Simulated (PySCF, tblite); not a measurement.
# C6H16N2: geometry, infrared bands and NMR shifts

Wanted: the infrared bands and NMR shifts of C6H16N2 (`CCC(C)(C)NNC`), by calculation.

Computed with tblite 0.8.0 and PySCF 2.14.0, with density-fitted response routines of our own, on a single molecule in the gas phase. Atoms are numbered from 0 throughout.

## (1) The molecule as given

24 atoms, charge 0, multiplicity 1; geometry from: force field or distance geometry start.

Bonds of the start (Å): C0–C1 1.52, C1–C2 1.53, C2–C3 1.52, C2–C4 1.51, C2–N5 1.45, N5–N6 1.38, N6–C7 1.43, C0–H8 1.12, C0–H9 1.12, C0–H10 1.13, C1–H11 1.10, C1–H12 1.12, C3–H13 1.11, C3–H14 1.10, C3–H15 1.12, C4–H16 1.10, C4–H17 1.11, C4–H18 1.11, N5–H19 1.05, N6–H20 1.04, C7–H21 1.11, C7–H22 1.12, C7–H23 1.11.

## (2) Relaxing the molecule with GFN2-xTB

What the job is given:

```
{"job": {"kind": "relax", "xc": "GFN2-xTB", "basis": "xTB"}, "charge": 0, "multiplicity": 1}
C     -1.054800     1.532300    -0.786700
C     -0.414400     1.120400     0.524700
C     -0.406600    -0.409900     0.523600
C     -1.868900    -0.819600     0.415100
C      0.102700    -0.987900     1.820100
N      0.373200    -0.910100    -0.593700
N      1.686400    -0.493700    -0.514100
C      2.131000     0.403100    -1.530800
H     -0.955300     0.701800    -1.527300
H     -2.130400     1.780200    -0.577300
H     -0.589000     2.479900    -1.176100
H      0.600600     1.542800     0.536300
H     -1.069600     1.506200     1.344000
H     -2.335700    -0.618700     1.403700
H     -2.426400    -0.259300    -0.343300
H     -1.927100    -1.937100     0.305700
H     -0.134900    -2.066300     1.813100
H     -0.298400    -0.472000     2.722600
H      1.209700    -0.914400     1.910500
H      0.263500    -1.952300    -0.544800
H      2.359200    -1.239500    -0.246800
H      1.337100     0.765900    -2.215800
H      2.939600    -0.037800    -2.165500
H      2.596800     1.305600    -1.089900
```

Command:

```bash
OMP_NUM_THREADS=1 python probes_run.py task.json out
```

The driver reads the jobs from task.json and runs them one after another.

**Question.** This job is followed by: GFN2-xTB harmonic vibrations, gas phase; GIAO PBE0/pcSseg-1 NMR shielding, non-relativistic, gas phase. Predict these results of the whole session: strongest single infrared mode (GFN2-xTB); zero-point energy (GFN2-xTB); 13C shifts against TMS (PBE0/pcSseg-1, means over atoms taken as alike); 1H shifts against TMS (PBE0/pcSseg-1, means over atoms taken as alike); 15N shifts against NH3 (PBE0/pcSseg-1); surface potential, 1st and 99th percentile.

**Answer**, as computed:

```
                                                               quantity                                   value
                              strongest single infrared mode (GFN2-xTB)                   2866 cm⁻¹, 102 km/mol
                                           zero-point energy (GFN2-xTB)                          136.8 kcal/mol
13C shifts against TMS (PBE0/pcSseg-1, means over atoms taken as alike)        56.4, 42.9, 32.3, 28.2, 10.1 ppm
 1H shifts against TMS (PBE0/pcSseg-1, means over atoms taken as alike)  2.75, 2.09, 2.04, 1.62, 1.00, 0.95 ppm
                                 15N shifts against NH3 (PBE0/pcSseg-1)                         125.3, 83.5 ppm
                                  surface potential, 1st and 99th percentile                      -1.29 V and 1.25 V
```

Over 96 steps the energy fell by 0.882 eV; of the close pairs, C0–H10 changed most, 1.125 to 1.088 Å. No mode is imaginary among the 66: a minimum at this level. The strongest single mode, at 2866 cm⁻¹, moves mainly H22. Unscaled tight-binding wavenumbers are off by several per cent, some by more. Its intensities can rank the bands wrongly. The most deshielded carbon is C2 (fully substituted sp3 carbon bonded to N), at 56.4 ppm: deshielded by the electronegative neighbour. H21, H22, H23 (mean) (hydrogen on a methyl carbon bonded to N) lies farthest downfield among hydrogen, at 2.75 ppm; its carbon carries N, an electronegative neighbour.
